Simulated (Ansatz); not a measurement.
# ClFH6N2SSi2: a ladder of functionals and wavefunction methods

Aim: compute ClFH6N2SSi2 with functionals from several rungs and with coupled cluster, and see how far each lands from CCSD(T) at the basis-set limit for the atomisation energy.

Method: functionals in def2-TZVPP, the program's frozen cores in correlated methods; program: Ansatz 0.2.0, Gaussian basis.

The runs, in order: PBE-D4, r2SCAN-D4, PBE0-D4, B3LYP-D4, ωB97X-V, ωB97M-V, B2PLYP; CCSD(T)/def2-TZVPP; MP2/def2-QZVPP; extrapolation to the limit.

### 1 The relaxed structure

All runs share one geometry, relaxed beforehand with PBE0-D4 in a triple-zeta def2 set.

SMILES `N[Si@H](F)S[Si@@H](N)Cl`, 13 atoms, charge 0, spin multiplicity 1.

Atoms are counted from 1 here; the program's logs count them from 0.

Bond lengths: N1–Si2 1.694 Å, N1–H8 1.006 Å, N1–H9 1.005 Å, Si2–F3 1.597 Å, Si2–S4 2.123 Å, Si2–H10 1.480 Å, S4–Si5 2.132 Å, Si5–N6 1.689 Å, Si5–Cl7 2.066 Å, Si5–H11 1.476 Å, N6–H12 1.006 Å, N6–H13 1.006 Å. Angles: Si2–N1–H8 121.8°, Si2–N1–H9 121.9°, H8–N1–H9 112.9°, N1–Si2–F3 106.0°, N1–Si2–S4 110.3°, N1–Si2–H10 117.7°, F3–Si2–S4 113.4°, F3–Si2–H10 105.0°, S4–Si2–H10 104.5°, Si2–S4–Si5 99.4°, S4–Si5–N6 109.7°, S4–Si5–Cl7 103.3°, S4–Si5–H11 114.4°, N6–Si5–Cl7 115.4°, N6–Si5–H11 108.8°, Cl7–Si5–H11 105.2°, Si5–N6–H12 122.3°, Si5–N6–H13 121.9° and more.

### 2 PBE-D4 (GGA)

File in.yaml:

```yaml
crystal:
  periodic: [false, false, false]
  atoms:
    - {symbol: N, position_ang: [-1.203759, 1.580939, 0.092668]}
    - {symbol: Si, position_ang: [-1.481886, 0.218341, -0.875184]}
    - {symbol: F, position_ang: [-2.129205, -0.880940, 0.085533]}
    - {symbol: S, position_ang: [0.325578, -0.419302, -1.787644]}
    - {symbol: Si, position_ang: [1.606986, -0.384503, -0.084086]}
    - {symbol: N, position_ang: [0.889377, -1.235730, 1.186031]}
    - {symbol: Cl, position_ang: [3.372965, -1.182159, -0.799606]}
    - {symbol: H, position_ang: [-1.832896, 1.842620, 0.833129]}
    - {symbol: H, position_ang: [-0.623131, 2.341777, -0.214964]}
    - {symbol: H, position_ang: [-2.436534, 0.356113, -1.997705]}
    - {symbol: H, position_ang: [1.957336, 0.969060, 0.387636]}
    - {symbol: H, position_ang: [0.357200, -2.076414, 1.036381]}
    - {symbol: H, position_ang: [1.197967, -1.129802, 2.137810]}
basis:
  gaussian: {orbitals: def2-TZVPP}
hamiltonian: {xc: pbe, dispersion: d4}
output: {forces: true, orbitals: {seedname: orbitals}}
```

Launch:

```sh
> ansatz run in.yaml --threads 2 --pin off --events-out ev --progress --plain --max-ram 32768MiB --backend cuda --devices 0, --max-vram 18GiB
```

Further steps of the session: r2SCAN-D4 (meta-GGA); PBE0-D4 (hybrid); B3LYP-D4 (hybrid); ωB97X-V (range-separated); ωB97M-V (range-separated); B2PLYP (double hybrid); CCSD(T) in def2-TZVPP; MP2 in def2-QZVPP.

Before running them: what should the planned runs give, taken together? Wanted: atomisation energy, CCSD(T)/CBS; farthest; mean size of error, hybrid; mean size of error, range-separated; gap, smallest and largest; T1 diagnostic; triples share of the correlation energy.

The runs gave:

| quantity | value |
| --- | --- |
| atomisation energy, CCSD(T)/CBS | 1111.1 kcal/mol |
| functionals within 5.6 kcal/mol (0.5 %) | r2SCAN-D4, ωB97M-V |
| farthest | B2PLYP (-21.1 kcal/mol) |
| mean size of error, hybrid | 7.8 kcal/mol |
| mean size of error, range-separated | 5.4 kcal/mol |
| gap, smallest and largest | 5.78 eV (PBE-D4), 12.49 eV (ωB97X-V) |
| T1 diagnostic | 0.0108 |
| triples share of the correlation energy | 3.8 % |

**Reading.** PBE-D4 is off by +10.4 kcal/mol. Double hybrids carry the basis error of their MP2 part in triple zeta, and no dispersion term here, so their miss is partly the set-up's. Misses under about 5.6 kcal/mol are within the doubt on the reference itself, which lacks core-valence correlation, relativity and higher excitations. Hartree-Fock recovers 70 % of the binding; the rest is correlation. Orbital gaps span 5.8 to 12.5 eV; exact exchange widens them.
